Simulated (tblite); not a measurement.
# C3H8BNS: the cost of one run

The runs use tblite 0.8.0 and PySCF 2.14.0, with density-fitted response routines of our own; the level of theory stands in each step. All values are computed, except where a source is named. Atoms are numbered from 0 throughout.

## (1) Starting geometry

14 atoms, charge 0, multiplicity 1; geometry from: force field or distance geometry start.

Bonds of the start (Å): C0–S1 1.78, S1–C2 1.78, C2–C3 1.33, C3–B4 1.57, B4–N5 1.51, C0–H6 1.13, C0–H7 1.10, C0–H8 1.12, C2–H9 1.09, C3–H10 1.08, B4–H11 1.20, N5–H12 1.04, N5–H13 1.06.

## (2) Optimising the geometry with GFN2-xTB

Job settings and geometry (Å):

```
{"job": {"kind": "relax", "xc": "GFN2-xTB", "basis": "xTB"}, "charge": 0, "multiplicity": 1}
C     -2.495000    -0.575200     0.258100
S     -0.908500    -0.419400     1.045700
C     -0.158000     1.193800     0.982700
C      0.982600     1.317200     0.308200
B      1.545000    -0.008700    -0.307900
N      2.192600    -1.057200     0.558900
H     -2.566800     0.070700    -0.667300
H     -2.679400    -1.629400    -0.004200
H     -3.346200    -0.290200     0.920500
H     -0.603000     2.081400     1.440500
H      1.515100     2.245900     0.206200
H      1.100800    -0.297100    -1.384600
H      2.284800    -1.918100    -0.014900
H      3.135200    -0.714200     0.916000
```

Started as:

```console
$ OMP_NUM_THREADS=1 python probes_run.py task.json out
```

This one command runs all jobs of the session in turn.

Q: Estimate the wall time of this first job on 1 thread of Arm Neoverse N1, shared host.

About 1.6 s.
